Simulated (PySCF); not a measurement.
# H2ORu: the cost of one run

Computed with PySCF 2.14.0. Level: each script names its method and basis.

7 further runs of the same task are left out: 2 for a known fault of the program, 5 that didn't finish.

## 1. The system as given

H2ORu (triplet): 4 atoms, charge 0, spin multiplicity 3.

Bond lengths: Ru1–O2 1.658 Å, Ru1–H3 1.568 Å, Ru1–H4 1.568 Å. Angles: O2–Ru1–H3 104.3°, O2–Ru1–H4 104.3°, H3–Ru1–H4 84.4°.

Coordinates:

```xyz
4
H2ORu
Ru    0.0899    0.1558   -0.1198
O    -0.6382   -1.1053    0.6737
H     1.4336    0.3769    0.6576
H    -0.3903    1.4300    0.6576
```

## 2. The run that the others are compared with

input.py

```python
from pyscf import gto, scf
from pyscf.geomopt.geometric_solver import optimize

mol = gto.M(
    atom='Ru 0.0899 0.1558 -0.1198; O -0.6382 -1.1053 0.6737; H 1.4336 0.3769 0.6576; H -0.3903 1.43 0.6576',
    basis='def2-svp',
    ecp={'Ru': 'def2-svp'},
    charge=0,
    spin=2,
    symmetry=True,
    verbose=4,
)
mf = scf.UHF(mol)
mf.level_shift = 0.3
mf.kernel()
mol_eq = optimize(mf, maxsteps=30)
print('optimised geometry (angstrom)')
print(mol_eq.tostring('raw'))
print('orbital energies (hartree):', [e[max(0, n-3):n+3].round(4) for e, n in zip(mf.mo_energy, mol.nelec)])
```

Started as:

```sh
OMP_NUM_THREADS=1 python input.py
```

Q: Estimate wall time and peak memory on 1 thread of Arm Neoverse N1, shared host.

About 18 s, with a peak of 0.15 GiB.
